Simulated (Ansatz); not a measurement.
# SiGeH₄ (triplet): the correlation ladder at distance Ge1–H5 along a hydrogen transfer = 1.722 Å, cc-pVDZ

The task here is to estimate one member of a computed series from the others.

Method: cc-pVDZ, core rule «outside noble gas», up to 19 orbitals frozen; program: Ansatz 0.2.0, Gaussian basis.

Plan: UHF; CCSD(T) on ROHF; CCSD(T) on UHF; BCCD(T) on ROHF; CISD; CCSDT(Q) on ROHF; CCSDT(Q) on UHF; CASSCF and MRCISD+Q, 4 electrons in 4 orbitals; CASSCF and NEVPT2, 4 electrons in 4 orbitals.

9 further runs of the same task are left out: 7 that didn't finish, 2 set aside as unsound or not needed.

## What is computed

The geometry derives from fragments relaxed apart (PBE0/def2-TZVP) and kept rigid, so it is no stationary point. A hydrogen atom is moved between rigid fragments. No spin-orbit coupling is included. The filled d shell of Ge may be among the frozen orbitals whatever the setting's name suggests; the logs give the count.

6 atoms, charge 0, spin multiplicity 3.

Atoms are counted from 1 here; the program's logs count them from 0.

Bond lengths: Ge1–H2 1.534 Å, Ge1–H3 1.534 Å, Ge1–H4 1.534 Å, Ge1–H5 1.722 Å, H5–Si6 1.691 Å. Angles: H2–Ge1–H3 109.5°, H2–Ge1–H4 109.5°, H2–Ge1–H5 109.5°, H3–Ge1–H4 109.5°, H3–Ge1–H5 109.5°, H4–Ge1–H5 109.5°, Ge1–H5–Si6 180.0°.

Set-up of the first run:

Input file in.yaml:

```yaml
crystal:
  periodic: [false, false, false]
  atoms:
    - {symbol: Ge, position_ang: [-0.916833, 0.000000, 0.000000]}
    - {symbol: H, position_ang: [-1.428283, 1.446599, 0.000000]}
    - {symbol: H, position_ang: [-1.428283, -0.723300, 1.252792]}
    - {symbol: H, position_ang: [-1.428283, -0.723299, -1.252792]}
    - {symbol: H, position_ang: [0.805167, 0.000000, 0.000000]}
    - {symbol: Si, position_ang: [2.496167, 0.000000, 0.000000]}
basis:
  gaussian: {orbitals: cc-pVDZ}
magnetization: {spin_polarized: true, initial_magnetization: 2}
hamiltonian: {xc: hf}
output: {orbitals: {seedname: orbitals}}
```

Command:

```
$ ansatz run in.yaml --threads 1 --pin off --events-out ev --progress --plain --max-ram 2393MiB
```

Steps of the session up to this table: UHF; CCSD(T) on ROHF; CCSD(T) on UHF; BCCD(T) on ROHF; CISD; CCSDT(Q) on ROHF; CCSDT(Q) on UHF; CASSCF and MRCISD+Q, 4 electrons in 4 orbitals; CASSCF and NEVPT2, 4 electrons in 4 orbitals.

One of the session's tables, all rows but one given; the rest of the session is left out.

```
       method  from UCCSDT(Q) (kJ/mol)
         ROHF                   +595.4
          UHF                   +582.2
         RMP2                   +139.7
         UMP2                   +140.7
         CISD                    +69.3
        RCCSD                        ?
        UCCSD                    +17.5
     RCCSD(T)                     +3.9
     UCCSD(T)                     +3.9
      BCCD(T)                     +3.9
       RCCSDT                     +0.6
       UCCSDT                     +0.6
    RCCSDT(Q)                      0.0
    UCCSDT(Q)                        0
  CASSCF pair                   +556.0
  NEVPT2 pair                   +144.8
  MRCISD pair                    +62.1
MRCISD+Q pair                     +2.3
```

Q: Estimate the row for RCCSD from the others.

As computed: from UCCSDT(Q) (kJ/mol): +17.8. In the column «from UCCSDT(Q) (kJ/mol)» it lies between UCCSD (+17.5) and MRCISD pair (+62.1).

Limits of these values: Restricted and unrestricted rows rest on different reference determinants; where their highest levels disagree by more than a few hundredths of an eV, they describe different states and don't form one ladder.
